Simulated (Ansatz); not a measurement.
Runs of Ansatz 0.2.0 on HPbNO4. The typed cell holds 7 atoms: a = 3.857 Å, b = 4.338 Å, c = 5.984 Å, α = 81.87°, β = 83.26°, γ = 87.68°. The cell was built by a generator and needn't be a form met in nature.

```csv
task,level,potentials or basis,cell,k mesh,cutoff (eV),points for each segment of the path,mesh quality,gap on the mesh (eV),pressure (GPa),relaxed volume (Å³/atom),largest force (eV/Å)
single point,HSE03,Ansatz PAW,as given,3 × 3 × 2,420,-,coarse,0.58,-,-,1.45
single point,PBE,JTH PAW,as given,7 × 6 × 5,1800,-,not flagged,0.36,0.2,-,0.07
single point,HSE06,Ansatz PAW,as given,3 × 3 × 2,420,-,coarse,0.73,-,-,1.47
single point,PBE,SPMS NC,as given,7 × 6 × 5,1034,-,not flagged,0.34,-0.3,-,0.17
band structure,BLYP,Ansatz PAW,as given,7 × 6 × 5,420,10,not flagged,(b),2.6,-,0.26
band structure,revPBE,Ansatz PAW,as given,7 × 6 × 5,420,10,not flagged,0.36,2.1,-,0.22
relaxation of cell and atoms,r2SCAN+D4,Ansatz PAW,relaxed,5 × 5 × 4,500,-,not flagged,(a),0.0,12.09,-
relaxation of cell and atoms,PBEsol+D3(BJ),Ansatz PAW,relaxed,5 × 5 × 4,420,-,not flagged,0.63,0.0,11.99,0.01
```

Alike in all rows: no spin polarisation; smearing fermi-dirac 0.05 eV.

Estimate the missing entries.

(a) 0.82; (b) 0.35.

Caveats: some runs use coarse meshes; spin-orbit coupling is left out, which as a rule narrows the gap of such compounds by several tenths of an eV; odd divisions of the mesh miss points on the zone boundary, where band edges often lie, so the gap on the mesh can be too wide (some runs); the PAW data sets come from PBE, with cores solved anew for the run's functional, which leaves a small shift of forces and pressure (some runs); forces of over 1 eV/Å show positions far from the minimum, so gaps and moduli don't describe the material at rest (some runs); the potentials were made for another functional, which shifts forces and pressure (some runs); the k mesh misses the band edges, so the gap on the mesh is wider than the one along the path (some runs); the plane-wave basis is chosen anew once the cell has moved, so the energies of steps on either side of that aren't comparable (some runs).

A k mesh can miss the band edges, and the runs leave out spin-orbit coupling on Pb.

Not every run made on this cell is shown here.
